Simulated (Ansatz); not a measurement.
**GeH (doublet): the correlation ladder, cc-pVQZ**

An exercise on one series of results from a longer session: the logs are not shown, and one member is left open.

The runs use Ansatz 0.2.0, Gaussian basis; cc-pVQZ, core rule «outside noble gas», up to 14 orbitals frozen.

The runs, in order: UHF; CCSD(T) on ROHF; CCSD(T) on UHF; BCCD(T) on ROHF; CCSDT(Q) on ROHF; CCSDT(Q) on UHF; CASSCF and MRCISD+Q, 5 electrons in 5 orbitals; CASSCF and NEVPT2, 5 electrons in 5 orbitals.

6 further runs of the same task are left out: 2 that didn't finish, 4 set aside as unsound or not needed.

## What is computed

The geometry is a PBE0/def2-TZVP stationary point (not a proven minimum). No spin-orbit coupling is included. The filled d shell of Ge may be among the frozen orbitals whatever the setting's name suggests; the logs give the count.

2 atoms, charge 0, spin multiplicity 2.

Atoms are counted from 1 here; the program's logs count them from 0.

Bond lengths: Ge1–H2 1.601 Å.

As a file:

| atom | x (Å) | y (Å) | z (Å) |
| --- | --- | --- | --- |
| Ge1 | 0.0000 | 0.0000 | 0.0000 |
| H2 | 0.0000 | 0.0000 | 1.6012 |

The first run:

File in.yaml:

```yaml
crystal:
  periodic: [false, false, false]
  atoms:
    - {symbol: Ge, position_ang: [0.000000, 0.000000, 0.000000]}
    - {symbol: H, position_ang: [0.000000, 0.000000, 1.601240]}
basis:
  gaussian: {orbitals: cc-pVQZ}
magnetization: {spin_polarized: true, initial_magnetization: 1}
hamiltonian: {xc: hf}
output: {orbitals: {seedname: orbitals}}
```

Command:

```console
$ ansatz run in.yaml --threads 1 --pin off --events-out ev --progress --plain --max-ram 2560MiB --backend cpu
```

Steps of the session up to this table: UHF; CCSD(T) on ROHF; CCSD(T) on UHF; BCCD(T) on ROHF; CCSDT(Q) on ROHF; CCSDT(Q) on UHF; CASSCF and MRCISD+Q, 5 electrons in 5 orbitals; CASSCF and NEVPT2, 5 electrons in 5 orbitals.

One of the session's tables, all rows but one given; the rest of the session is left out.

```
          method  from UCCSDT(Q) (meV)
            ROHF               +2930.6
             UHF               +2819.8
            RMP2                +609.2
            UMP2                +624.0
           RCCSD                +102.4
           UCCSD                 +95.0
        RCCSD(T)                 +21.7
        UCCSD(T)                 +18.2
         BCCD(T)                 +22.0
          RCCSDT                  +5.9
          UCCSDT                  +2.0
       RCCSDT(Q)                     ?
       UCCSDT(Q)                     0
  CASSCF valence               +2044.5
  NEVPT2 valence                +518.3
  MRCISD valence                 +99.8
MRCISD+Q valence                  +7.8
```

**Question.** Estimate the row for RCCSDT(Q).

As computed: from UCCSDT(Q) (meV): +3.9. In the column «from UCCSDT(Q) (meV)» it lies between UCCSDT (+2.0) and RCCSDT (+5.9).

With the free atoms at the same levels and basis (separate runs), the atomisation energy is 2.916 eV at UCCSDT(Q), 2.920 eV at RCCSD(T), 2.913 eV at UCCSD(T), 1.990 eV at ROHF.

To keep in mind: Restricted and unrestricted rows rest on different reference determinants; where their highest levels disagree by more than a few hundredths of an eV, they describe different states and don't form one ladder.
